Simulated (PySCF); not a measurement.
# Os³⁺: ionisation energy in ANO-RCC-VTZP

Each state of osmium is computed at each level; their differences give the ionisation energy. How far do the methods differ?

Method: unrestricted determinants in a Gaussian basis, no spin-orbit coupling in the energies. Code: PySCF 2.14.0.

### 1 What is computed

- Element: osmium (Z = 76)
- Basis: ANO-RCC-VTZP (8s7p5d3f2g1h, 104 functions)
- Hamiltonian: scalar relativity by spin-free X2C-1e
- State 1: Os³⁺: [Xe] 4f14 5d5, high-spin 6S determinant
- Needed too, but not shown: Os²⁺ [Xe] 4f14 5d6 (5D)
- Methods: CCSD(T)
- Core shells frozen in the correlated runs: valence: [Xe] 4f14 (for Os³⁺)

Outer shells as boxes (Hund's rule):

Os3+ [Xe] 4f14 5d5
```
[Xe] core
4f [↑↓][↑↓][↑↓][↑↓][↑↓][↑↓][↑↓]
5d [↑ ][↑ ][↑ ][↑ ][↑ ]
```

The runs were made by one driver on top of PySCF. The scripts below sum up each run's settings (the driver also hands on starting orbitals that pick excited configurations, and frozen orbitals as a list rather than a count), and the logs come from the driver's own runs. The driver starts from symmetry-adapted Hartree-Fock orbitals, holds the occupation by maximum overlap and uses a logarithmic radial grid for functionals, so a plain start would take other cycles.

The integrals over 104 functions and the set-up took 30 s of CPU time.

### 2 Os³⁺: CCSD(T) (valence)

Level: CCSD(T) (valence).

File input.py:

```python
from pyscf import gto, scf, dft, mp, cc
import basis_set_exchange as bse
mol = gto.M(atom="Os 0 0 0", charge=3, spin=5, symmetry="D2h",
            basis=gto.basis.parse(bse.get_basis("ANO-RCC-VTZP", elements=["Os"], fmt="nwchem")),
            nucmod="G")
mf = scf.UHF(mol).sfx2c1e()
mf.irrep_nelec = {'Ag': (11, 9), 'B1g': (3, 2), 'B2g': (3, 2), 'B3g': (3, 2), 'Au': (1, 1), 'B1u': (6, 6), 'B2u': (6, 6), 'B3u': (6, 6)}
mf.kernel()
mycc = cc.CCSD(mf, frozen=34).run()
mycc.ccsd_t()
```

Before running it: what results should come out?

As calculated:

```
               quantity                                                        value
ionisation energy, Os²⁺  UHF 24.937, CCSD(T) (valence) 26.209 eV; reference 25 ± 1.6
```

Each level's miss (mean over 1 difference):

| method | mean absolute miss against CCSD(T) (valence) (eV) |
| --- | --- |
| UHF | 1.272 |
| MP2 (valence) | 0.125 |
| SCS-MP2 (valence) | 0.065 |
| CCSD (valence) | 0.052 |
| CCSD(T) (valence) | 0.000 |

**Reading.** The methods span 1.337 eV, from UHF (24.937) to SCS-MP2 (valence) (26.274). The reference is uncertain or not like for like (spin-orbit coupling or other relativistic terms), so no ranking of close methods is drawn. All values hold for this basis alone; no basis-set limit was taken.
